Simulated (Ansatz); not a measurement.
# CH₂BrClO: up Jacob's ladder to CCSD(T)

One table from this session's results is given with a row withheld; the runs are named, their logs left out.

The runs use Ansatz 0.2.0, Gaussian basis; functionals in def2-TZVPP, the program's frozen cores in correlated methods.

Plan: LDA (SPW92), PBE-D4, revPBE-D4, BLYP-D4, r2SCAN-D4, B97M-V, PBE0-D4, B3LYP-D4, r2SCANh-D4, r2SCAN0-D4, HSE06-D4, BHLYP-D4, CAM-B3LYP-D4, LC-ωPBE, ωB97X-V, ωB97M-V, B2PLYP, PBE-QIDH; CCSD(T)/def2-SVP; CCSD(T)/def2-TZVPP; MP2/def2-QZVPP; extrapolation to the limit; RPA on PBE.

## Structure used throughout

An earlier PBE0-D4 in a triple-zeta def2 set relaxation fixed the geometry.

SMILES `OC(Cl)Br`, 6 atoms, charge 0, spin multiplicity 1.

Atoms are counted from 1 here; the program's logs count them from 0.

Bond lengths: O1–C2 1.348 Å, O1–H5 0.965 Å, C2–Cl3 1.781 Å, C2–Br4 1.968 Å, C2–H6 1.085 Å. Angles: C2–O1–H5 109.7°, O1–C2–Cl3 112.9°, O1–C2–Br4 112.3°, O1–C2–H6 109.1°, Cl3–C2–Br4 108.8°, Cl3–C2–H6 107.7°, Br4–C2–H6 105.7°.

Coordinates:

```
atom     x (Å)     y (Å)     z (Å)
  O1   0.58612   0.96876   0.27081
  C2  -0.15782  -0.15478   0.23553
 Cl3   0.81515  -1.62073  -0.04315
 Br4  -1.57818  -0.06683  -1.12391
  H5   1.04404   1.08234  -0.57115
  H6  -0.66721  -0.27276   1.18578
```

The first run:

in.yaml reads:

```yaml
crystal:
  periodic: [false, false, false]
  atoms:
    - {symbol: O, position_ang: [0.586119, 0.968760, 0.270811]}
    - {symbol: C, position_ang: [-0.157823, -0.154779, 0.235525]}
    - {symbol: Cl, position_ang: [0.815151, -1.620726, -0.043151]}
    - {symbol: Br, position_ang: [-1.578179, -0.066833, -1.123914]}
    - {symbol: H, position_ang: [1.044042, 1.082341, -0.571149]}
    - {symbol: H, position_ang: [-0.667210, -0.272762, 1.185777]}
basis:
  gaussian: {orbitals: def2-TZVPP}
hamiltonian: {xc: lda}
output: {orbitals: {seedname: orbitals}}
```

Command:

```bash
$ ansatz run in.yaml --threads 2 --pin off --events-out ev --progress --plain --max-ram 4352MiB
```

Among the steps run: LDA; PBE-D4 (GGA); revPBE-D4 (GGA); BLYP-D4 (GGA); r2SCAN-D4 (meta-GGA); B97M-V (meta-GGA); PBE0-D4 (hybrid); B3LYP-D4 (hybrid); r2SCANh-D4 (hybrid); r2SCAN0-D4 (hybrid); HSE06-D4 (hybrid); BHLYP-D4 (hybrid); CAM-B3LYP-D4 (range-separated); LC-ωPBE (range-separated); ωB97X-V (range-separated); ωB97M-V (range-separated); B2PLYP (double hybrid); PBE-QIDH (double hybrid).

One of the session's tables, all rows but one given; the rest of the session is left out.

It belongs to the step «Frontier levels by functional». 

| functional | HOMO (eV) | gap (eV) |
| --- | --- | --- |
| LDA (SPW92) | -7.05 | 4.95 |
| PBE-D4 | -6.88 | 5.00 |
| revPBE-D4 | -6.83 | 5.04 |
| BLYP-D4 | -6.72 | 4.92 |
| r2SCAN-D4 | -7.23 | 5.51 |
| B97M-V | -7.33 | 5.71 |
| PBE0-D4 | -8.25 | 7.37 |
| B3LYP-D4 | -7.98 | 6.81 |
| r2SCANh-D4 | -7.73 | 6.38 |
| r2SCAN0-D4 | -8.47 | 7.68 |
| HSE06-D4 | ? | ? |
| BHLYP-D4 | -9.45 | 9.63 |
| CAM-B3LYP-D4 | -9.62 | 9.85 |
| LC-ωPBE | -11.05 | 12.55 |
| ωB97X-V | -10.66 | 12.03 |
| ωB97M-V | -10.50 | 11.74 |

Q: Estimate the row for HSE06-D4 from the others.

The run gave: HOMO (eV): -7.85; gap (eV): 6.58. In the column «HOMO (eV)» it lies between B3LYP-D4 (-7.98) and r2SCANh-D4 (-7.73).
